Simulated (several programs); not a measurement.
# Many methods on one cell: Li₂ICl (ordering on rocksalt)

Li₂ICl as one 4-atom ordering (R-3m) on the rocksalt lattice, relaxed with r2SCAN in Ansatz, was computed with several methods. It is trigonal, R-3m (No. 166); conventional cell a = 3.982 Å, c = 19.273 Å, 22.06 Å³ an atom. Around Cl lie 6 Li at 2.70 Å; around I lie 6 Li at 2.92 Å; around Li lie 3 Cl at 2.70 Å and 3 I at 2.92 Å. Note: simulated data, non-magnetic, for a generated structure that need not be the stable one.

```xyz
4
Lattice="1.9911 1.1496 6.4242 -1.9911 1.1496 6.4242 0.0000 -2.2992 6.4242" Properties=species:S:1:pos:R:3 pbc="T T T"
Cl    1.9911    1.1496    6.4242
I     0.0000    0.0000    9.6363
Li    0.0000    0.0000    5.0155
Li    0.0000    0.0000   14.2572
```

Gaps and times are for a single point on this cell; volume and bulk modulus come from each method's own relaxation or energy curve at fixed shape, which is too stiff where a cell has free coordinates or axes. Times are rough, from shared hosts (Arm Neoverse V1; Intel Xeon Platinum 8375C CPU @ 2.90GHz), and each method has its own mesh and cell size. A double dagger marks a value from a curve with shape and coordinates held. A star marks a curve whose lowest point is an end point. PM6 (MOPAC), PM7 (MOPAC), GFN1-xTB (tblite), GFN2-xTB (tblite) treat a cluster of cells at its zone centre, which samples few k points: where these miss a band edge, the gap comes out too large for that reason alone. Gaps from k meshes are read at a limited set of points (mesh, symmetry points, PBE's band edges), so each method's own least gap may be somewhat smaller. Force fields have no electrons; where one was fitted to this phase, its volume and modulus reflect the fit. xTB and the PM methods were fitted mostly to molecules, and can miss a solid's gap by electronvolts. Minimal bases can be far off for gaps. Times of the plane-wave rungs are withheld (a dash), since they come from other jobs, hosts and meshes; the meshes of hybrids and Hartree-Fock don't converge their gaps to the digits shown. GLLB-SC's gap includes the derivative discontinuity. G0W0 is at finite bands, cutoff and mesh. d marks a direct gap, i an indirect one (no mark: not told apart), a dash a value that wasn't computed or didn't pass its checks.

| method | kind | gap (eV) | own volume (Å³/atom) | bulk modulus (GPa) | atoms computed | processor time |
| --- | --- | --- | --- | --- | --- | --- |
| ffield.eim (LAMMPS) | force field | – | – | – | 4 | 0.14 s |
| light PBE (260 eV, its own mesh) | light plane-wave | 3.39 d | – | – | 4 | 1.4 s |
| PBE/single zeta (GPAW) | small basis | 3.23 d | – | – | 4 | 6.7 s |
| GFN1-xTB (tblite) | tight binding | 1.45 | 21.76‡ | 39‡ | cluster | 7 s |
| PBE | semilocal | 3.40 d | 22.25 | 24‡ | 4 | – |
| PM7 (MOPAC) | semi-empirical | 11.04 | – | – | cluster | 11 s |
| GFN2-xTB (tblite) | tight binding | 4.52 | 24.44*‡ | – | cluster | 11 s |
| PM6 (MOPAC) | semi-empirical | 8.62 | – | – | cluster | 11 s |
| r2SCAN | semilocal | 4.06 d | 22.06 | 26‡ | 4 | – |
| PBE/SZV (CP2K) | small basis | 3.65 d | – | – | 4 | 31 s |
| PBE/DZVP (CP2K) | small basis | 3.40 d | 22.49‡ | 24‡ | 4 | 71 s |
| GLLB-SC (GPAW) | model potential | 6.10 | – | – | 4 | 78 s |
| PBE+SOC | semilocal | 3.03 d | – | – | 4 | – |
| G0W0@r2SCAN (140 eV screening cutoff) | many-body | 5.63 | – | – | 4 | – |
| G0W0@HSE06 (140 eV screening cutoff) | many-body | 5.71 | – | – | 4 | – |
| G0W0@PBE (210 eV screening cutoff) | many-body | 5.34 | – | – | 4 | – |
| PBE0 | hybrid | 5.07 d | – | – | 4 | – |
| HSE06 | hybrid | 4.39 d | – | – | 4 | – |

Against HSE06 (4.39 eV) the nearest gap at the points sampled is that of GFN2-xTB (tblite) (+0.13 eV) and the farthest that of PM7 (MOPAC) (+6.64 eV). HSE06 is only a yardstick of convenience: for gaps this wide it usually falls short of measured ones, so a larger value can be the better one.

Volumes against r2SCAN's: PBE +0.9 %.

Only the rows marked +SOC include spin-orbit coupling.
